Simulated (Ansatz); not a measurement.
# C6H18N4W: relaxing the structure

The task is to find a stationary geometry of C6H18N4W, and look at its orbitals and charge.

Method: RKS PBE0-D4/def2-TZVP; program: Ansatz 0.2.0, Gaussian basis.

Plan: relaxation at PBE0-D4/def2-TZVP; a single point in def2-TZVPP for the fields.

### Step 1. Where the work starts

29 atoms, charge 0, spin multiplicity 1.

Atoms are counted from 1 here; the program's logs count them from 0.

Bond lengths: C1–N2 1.417 Å, C1–H12 1.100 Å, C1–H13 1.099 Å, C1–H14 1.101 Å, N2–W3 1.791 Å, W3–N4 1.790 Å, W3–N6 2.005 Å, W3–N9 2.005 Å, N4–C5 1.417 Å, C5–H15 1.100 Å, C5–H16 1.099 Å, C5–H17 1.101 Å, N6–C7 1.453 Å, N6–C8 1.452 Å, C7–H18 1.095 Å, C7–H19 1.102 Å, C7–H20 1.103 Å, C8–H21 1.102 Å and more. Angles: N2–C1–H12 111.2°, N2–C1–H13 110.8°, N2–C1–H14 111.5°, H12–C1–H13 107.5°, H12–C1–H14 108.0°, H13–C1–H14 107.8°, C1–N2–W3 165.6°, N2–W3–N4 114.2°, N2–W3–N6 109.3°, N2–W3–N9 107.9°, N4–W3–N6 107.8°, N4–W3–N9 109.6°, N6–W3–N9 108.0°, W3–N4–C5 166.0°, N4–C5–H15 111.2°, N4–C5–H16 110.7°, N4–C5–H17 111.5°, H15–C5–H16 107.5° and more.

The start is a GFN2-xTB geometry. W takes the def2 core potential; no spin-orbit term is included.

### Step 2. Geometry optimisation, PBE0-D4/def2-TZVP

The input, in.yaml:

```yaml
crystal:
  periodic: [false, false, false]
  atoms:
    - {symbol: C, position_ang: [1.242530, 1.942020, 2.460350]}
    - {symbol: N, position_ang: [0.794220, 1.056130, 1.449010]}
    - {symbol: W, position_ang: [-0.031850, 0.283860, 0.060400]}
    - {symbol: N, position_ang: [-1.083690, 1.390410, -0.874540]}
    - {symbol: C, position_ang: [-1.783750, 2.503630, -1.402790]}
    - {symbol: N, position_ang: [-1.169300, -1.227400, 0.725060]}
    - {symbol: C, position_ang: [-0.796620, -2.005170, 1.894020]}
    - {symbol: C, position_ang: [-2.546460, -1.500130, 0.355470]}
    - {symbol: N, position_ang: [1.374230, -0.484550, -1.144100]}
    - {symbol: C, position_ang: [2.785750, -0.619980, -0.836030]}
    - {symbol: C, position_ang: [1.144010, -0.702550, -2.561510]}
    - {symbol: H, position_ang: [1.246880, 1.451180, 3.444980]}
    - {symbol: H, position_ang: [2.268440, 2.279990, 2.255680]}
    - {symbol: H, position_ang: [0.601190, 2.834490, 2.527570]}
    - {symbol: H, position_ang: [-1.737630, 2.517660, -2.501860]}
    - {symbol: H, position_ang: [-2.844750, 2.467140, -1.117460]}
    - {symbol: H, position_ang: [-1.368370, 3.453730, -1.032530]}
    - {symbol: H, position_ang: [0.241750, -1.790760, 2.169250]}
    - {symbol: H, position_ang: [-0.889240, -3.084390, 1.691610]}
    - {symbol: H, position_ang: [-1.448310, -1.773020, 2.753200]}
    - {symbol: H, position_ang: [-2.684710, -2.565570, 0.111040]}
    - {symbol: H, position_ang: [-2.821720, -0.903610, -0.518800]}
    - {symbol: H, position_ang: [-3.236650, -1.257540, 1.181580]}
    - {symbol: H, position_ang: [3.145520, -1.632930, -1.077470]}
    - {symbol: H, position_ang: [2.953360, -0.434640, 0.228310]}
    - {symbol: H, position_ang: [3.391050, 0.093460, -1.419800]}
    - {symbol: H, position_ang: [1.707880, 0.020900, -3.174290]}
    - {symbol: H, position_ang: [1.469330, -1.712120, -2.860250]}
    - {symbol: H, position_ang: [0.076910, -0.600250, -2.786100]}
basis:
  gaussian: {orbitals: def2-TZVP}
hamiltonian: {xc: pbe0, dispersion: d4}
relax: {f_tol: 0.005, max_steps: 150}
```

Started as:

```
> ansatz run in.yaml --threads 11 --pin off --events-out ev --progress --plain --max-ram 174080MiB --backend cuda --devices 0, --max-vram 75GiB
```

The runs that follow: Fields at the relaxed geometry.

Q: Predict the results of all the runs planned. Wanted: point group; shift from the start; total energy; dispersion term; dipole moment; HOMO, LUMO.

**Answer**, as computed:

```
                  quantity           value
               point group             C2v
                     steps              21
shift from the start (rms)         0.282 Å
              total energy  -14294.1269 eV
           dispersion term        -721 meV
             dipole moment          0.32 D
                HOMO, LUMO  -5.62, 0.13 eV
```

In words: The atoms moved 0.28 Å (rms) from the start; the bond that changed most is W3–N6, from 2.005 to 1.970 Å. No vibrations were run, so it is not proven to be a minimum. The largest Mulliken charge, +0.85 e, sits on W3. The HOMO lies mostly on N6, N9 about 27 % each; N2, N4 about 9 % each and the LUMO on W3 43 %; N2, N4 about 15 % each.
